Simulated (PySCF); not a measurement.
# One shape, several levels: singlet GeNH4O−

Aim: a comparison of 6 runs (HF/3-21G, BHLYP/def2-SVPD, CAM-B3LYP/def2-SVPD, M06-2X/def2-SVPD, SVWN5/def2-SVPD, wB97X/def2-SVPD) of singlet GeNH4O−. Input form: a Python script.

Program for the calculation: PySCF 2.14.0.

1 further run of the same task is left out (set aside as unsound or not needed).

**1. Starting point**

GeNH4O− has 7 atoms, charge -1, and is taken as a singlet. As SMILES of the parent species, `[NH][GeH2][OH]`. Geometry: relaxed at PBE0-D4/def2-TZVP. This is one conformer, not always the lowest. That shape belongs to the parent species and isn't relaxed for this state.

Bond lengths: N1–Ge2 1.860 Å, Ge2–O3 1.772 Å, N1–H4 1.025 Å, Ge2–H5 1.544 Å, Ge2–H6 1.536 Å, O3–H7 0.961 Å. Angles: N1–Ge2–O3 106.5°, N1–Ge2–H5 107.6°, N1–Ge2–H6 113.8°, O3–Ge2–H5 110.8°, O3–Ge2–H6 105.4°, Ge2–N1–H4 110.2°, Ge2–O3–H7 111.8°, H5–Ge2–H6 112.6°.

**2. A single-point energy at HF/3-21G (run 1)**

Contents of run.py:

```python
from pyscf import gto

system = gto.Mole()
system.atom = [
    ('N', (-1.180000, -0.629600, -0.704300)),
    ('Ge', (0.091800, 0.357900, 0.227300)),
    ('O', (1.488100, -0.708500, 0.454200)),
    ('H', (-2.073700, -0.127300, -0.724700)),
    ('H', (0.468500, 1.575300, -0.644200)),
    ('H', (-0.348300, 0.758200, 1.642900)),
    ('H', (1.614800, -1.294000, -0.296700)),
]
system.charge = -1
system.spin = 0
system.basis = '3-21g'
system.max_memory = 1860
system.verbose = 4
system.build()

mf = system.RHF()
mf.conv_tol = 1e-10
mf.kernel()
if not mf.converged:
    mf = mf.newton().run(mf.mo_coeff, mf.mo_occ)

e_tot = mf.e_tot
print('Final energy', e_tot)
```

Started as:

```sh
$ OMP_NUM_THREADS=1 python run.py
```

Log:

```text
PySCF version 2.14.0

[INPUT] num. atoms = 7
[INPUT] num. electrons = 52
[INPUT] charge = -1
[INPUT] spin (= nelec alpha-beta = 2S) = 0
[INPUT] symmetry False subgroup None
[INPUT] Mole.unit = angstrom
[INPUT] Symbol           X                Y                Z      unit          X                Y                Z       unit  Magmom
[INPUT]  1 N     -1.180000000000  -0.629600000000  -0.704300000000 AA   -2.229876826987  -1.189771568026  -1.330934109531 Bohr   0.0
[INPUT]  2 Ge     0.091800000000   0.357900000000   0.227300000000 AA    0.173476858235   0.676332979982   0.429534748114 Bohr   0.0
[INPUT]  3 O      1.488100000000  -0.708500000000   0.454200000000 AA    2.812101445965  -1.338870959254   0.858313605777 Bohr   0.0
[INPUT]  4 H     -2.073700000000  -0.127300000000  -0.724700000000 AA   -3.918725064511  -0.240562135657  -1.369484522472 Bohr   0.0
[INPUT]  5 H      0.468500000000   1.575300000000  -0.644200000000 AA    0.885336689359   2.976885564027  -1.217361569445 Bohr   0.0
[INPUT]  6 H     -0.348300000000   0.758200000000   1.642900000000 AA   -0.658191609186   1.432790347645   3.104631050048 Bohr   0.0
[INPUT]  7 H      1.614800000000  -1.294000000000  -0.296700000000 AA    3.051529745948  -2.445305605187  -0.560681741158 Bohr   0.0

nuclear repulsion = 203.948557678703
number of shells = 28
number of NR pGTOs = 96
number of NR cGTOs = 48
basis = 3-21g
ecp = {}

******** <class 'pyscf.scf.hf.RHF'> ********
method = RHF
initial guess = minao
damping factor = 0
level_shift factor = 0
DIIS = <class 'pyscf.scf.diis.CDIIS'>
diis_start_cycle = 1
diis_space = 8
diis_damp = 0
SCF conv_tol = 1e-10
SCF conv_tol_grad = None
SCF max_cycles = 50
direct_scf = True
direct_scf_tol = 1e-13
Set gradient conv threshold to 1e-05
Initial guess from minao.
init E= -2194.06541286311
  HOMO = -0.251177695395794  LUMO = 0.0562267083531118  gap/eV = 8.36490
cycle= 1 E= -2196.07561156403  delta_E= -2.01  |g|= 0.714  |ddm|= 2.33
  HOMO = 0.086728862012222  LUMO = 0.390984392603004  gap/eV = 8.27921
cycle= 2 E= -2196.15224142873  delta_E= -0.0766  |g|= 0.461  |ddm|= 1.38
  HOMO = -0.047825763974306  LUMO = 0.377530500870554  gap/eV = 11.57453
cycle= 3 E= -2196.1960583383  delta_E= -0.0438  |g|= 0.0432  |ddm|= 0.535
  HOMO = -0.0443578030363461  LUMO = 0.374476420557195  gap/eV = 11.39706
cycle= 4 E= -2196.19673557105  delta_E= -0.000677  |g|= 0.0208  |ddm|= 0.0797
  HOMO = -0.0498501310737351  LUMO = 0.375521355565001  gap/eV = 11.57495
cycle= 5 E= -2196.19685767801  delta_E= -0.000122  |g|= 0.00461  |ddm|= 0.0266
  HOMO = -0.0496428023734579  LUMO = 0.375788156703115  gap/eV = 11.57657
cycle= 6 E= -2196.19687242077  delta_E= -1.47e-05  |g|= 0.00137  |ddm|= 0.0117
  HOMO = -0.049890352259093  LUMO = 0.375679895640764  gap/eV = 11.58036
cycle= 7 E= -2196.19687464453  delta_E= -2.22e-06  |g|= 0.000359  |ddm|= 0.00623
  HOMO = -0.0499901789180583  LUMO = 0.375727379802923  gap/eV = 11.58436
cycle= 8 E= -2196.19687481357  delta_E= -1.69e-07  |g|= 8.79e-05  |ddm|= 0.00206
  HOMO = -0.0500155759943013  LUMO = 0.375731104688325  gap/eV = 11.58516
cycle= 9 E= -2196.19687482352  delta_E= -9.94e-09  |g|= 2.3e-05  |ddm|= 0.000511
  HOMO = -0.0500173296324684  LUMO = 0.375733061864419  gap/eV = 11.58526
cycle= 10 E= -2196.19687482421  delta_E= -6.98e-10  |g|= 6.85e-06  |ddm|= 0.000122
  HOMO = -0.0500192390941598  LUMO = 0.375733085364109  gap/eV = 11.58531
cycle= 11 E= -2196.19687482427  delta_E= -5.91e-11  |g|= 1.54e-06  |ddm|= 3.65e-05
  HOMO = -0.050019098528753  LUMO = 0.375733224482925  gap/eV = 11.58531
Extra cycle  E= -2196.19687482428  delta_E= -3.18e-12  |g|= 8.73e-07  |ddm|= 4.45e-06
converged SCF energy = -2196.19687482428
Final energy -2196.1968748242757
```

It took 0.95 s on 1 thread of Intel Xeon at 2.70GHz, shared host; peak memory 0.12 GiB.

**3. The energy at BHLYP/def2-SVPD (run 2)**

Contents of job.py:

```python
from pyscf import gto, dft

molecule = gto.M(
    atom='''
N       -1.180000      -0.629600      -0.704300
Ge       0.091800       0.357900       0.227300
O        1.488100      -0.708500       0.454200
H       -2.073700      -0.127300      -0.724700
H        0.468500       1.575300      -0.644200
H       -0.348300       0.758200       1.642900
H        1.614800      -1.294000      -0.296700
''',
    basis='def2-svpd',
    verbose=4,
    max_memory=1860,
    charge=-1,
)

mf = dft.RKS(molecule, xc='bhandhlyp')
mf.conv_tol = 1e-10
mf.grids.level = 5
mf.kernel()
if not mf.converged:
    mf = mf.newton().run(mf.mo_coeff, mf.mo_occ)

etot = mf.e_tot
print('E = %.10f Eh' % etot)
```

Started as:

```sh
$ OMP_NUM_THREADS=1 python job.py
```

Log:

```text
PySCF version 2.14.0

[... 79 lines left out ...]
converged SCF energy = -2208.9402302181
E = -2208.9402302181 Eh
```

Run time: 26 s. Hardware: 1 thread of Intel Xeon at 2.70GHz, shared host; peak memory 0.61 GiB.

Runs 3 to 5 aren't shown in full; the table further down has their settings and results.

**4. The energy at wB97X/def2-SVPD (run 6)**

Contents of input.py:

```python
from pyscf import gto, dft

mol = gto.M(
    atom='''
N     -2.229877    -1.189772    -1.330934
Ge     0.173477     0.676333     0.429535
O      2.812101    -1.338871     0.858314
H     -3.918725    -0.240562    -1.369485
H      0.885337     2.976886    -1.217362
H     -0.658192     1.432790     3.104631
H      3.051530    -2.445306    -0.560682
''',
    unit='bohr',
    verbose=3,
    charge=-1,
    max_memory=1860,
    basis='def2-svpd',
)

mf = dft.RKS(mol, xc='wb97x')
mf.conv_tol = 1e-10
mf.grids.level = 5
mf.kernel()
if not mf.converged:
    mf = mf.newton().run(mf.mo_coeff, mf.mo_occ)

etot = mf.e_tot
print('E = %.10f Eh' % etot)
```

Started as:

```sh
$ OMP_NUM_THREADS=1 python input.py
```

Log:

```text
converged SCF energy = -2209.04957396186
E = -2209.0495739619 Eh
```

Run time: 41 s. Hardware: 1 thread of Intel Xeon at 2.70GHz, shared host; peak memory 0.61 GiB.

**5. Overview of the runs**

```csv
run,level,integration grid,energy (Eh),HOMO energy (eV),LUMO energy (eV),HOMO–LUMO gap (eV),wall time
1,HF/3-21G,–,-2196.196875,-1.36,10.22,11.59,0.95 s
2,BHLYP/def2-SVPD,5,-2208.940230,-0.69,4.98,5.67,26 s
3,CAM-B3LYP/def2-SVPD,5,-2209.113837,-0.91,5.12,6.03,41 s
4,M06-2X/def2-SVPD,5,-2208.987661,-0.80,4.85,5.65,39 s
5,SVWN5/def2-SVPD,5,-2204.894194,1.43,3.83,2.39,12 s
6,wB97X/def2-SVPD,5,-2209.049574,-1.91,6.12,8.03,41 s
```

**6. Results**

```
                                                    quantity           value
                                         run 6: total energy  -2209.04957 Eh
                                          run 6: HOMO energy        -1.91 eV
                                          run 6: LUMO energy         6.12 eV
run 6: HOMO–LUMO gap (to an unbound level, set by the basis)         8.03 eV
```

**Reading.** The HOMO–LUMO gap runs from 2.39 eV (SVWN5/def2-SVPD) to 11.59 eV (HF/3-21G). The two ends differ in method and basis. The empty levels of an anion lie above zero and hang on the basis. Totals of different functionals can't be ranked against each other. In run 5 the HOMO lies above zero, so the outermost electron may be held by the basis alone. All runs together took 2.7 min, the longest 41 s.
